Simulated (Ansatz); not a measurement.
# B3P: the cost of one run

Program: Ansatz 0.2.0. Level of theory: DFT PBE, scalar-relativistic, plane waves, PAW. These are calculated values, not measurements.

## Step 1: The structure to begin with

It takes space group P-6m2 (No. 187, hexagonal). The conventional cell has a = 3.879 Å, b = 3.879 Å, c = 3.759 Å, α = 90.00°, β = 90.00°, γ = 120.00°. B (site symmetry mm2) has 2 B at 1.60 Å as nearest neighbours. Around P (site symmetry -6m2) lie 6 B at 1.95 Å.

Structure file:

```
CELL_PARAMETERS angstrom
3.87892 0.00000 0.00000
-1.93946 3.35925 0.00000
0.00000 0.00000 3.75863
ATOMIC_POSITIONS crystal
B 0.86228 0.13772 0.50000
B 0.86228 0.72457 0.50000
B 0.27543 0.13772 0.50000
P 0.33333 0.66667 0.50000
```

A structure generator made this guess: random cell by space group and Wyckoff sites (P-6m2, No. 187). The dimensions are guesses.

## Step 2: A first look at the guess

File input.yaml:

```yaml
crystal:
  lattice:
    - [3.87892381, 0.0, 0.0]
    - [-1.9394619, 3.35924656, 0.0]
    - [0.0, 0.0, 3.75863319]
  atoms:
    - { symbol: B, position: [0.86228442, 0.13771558, 0.5] }
    - { symbol: B, position: [0.86228442, 0.72456884, 0.5] }
    - { symbol: B, position: [0.27543116, 0.13771558, 0.5] }
    - { symbol: P, position: [0.33333333, 0.66666667, 0.5] }
basis:
  ecutwfc: 420
kpoints:
  mp_grid: { grid: [6, 6, 4] }
hamiltonian:
  xc: pbe
scf:
  occupations: { method: gaussian, width: 0.1 }
  lower_state_search: "off"
output:
  forces: true
  stress: true
  eigenvalues: true
```

Run with:

```console
$ ansatz run input.yaml --threads 1 --pin off --max-ram 2560MiB --backend cpu --events-out ev --progress --plain --runs-dir out
```

**Question.** How long does this run take on 1 thread of Arm Neoverse V2, shared host, and how much memory does it need?

About 1.6 s, with a peak of 0.28 GiB.
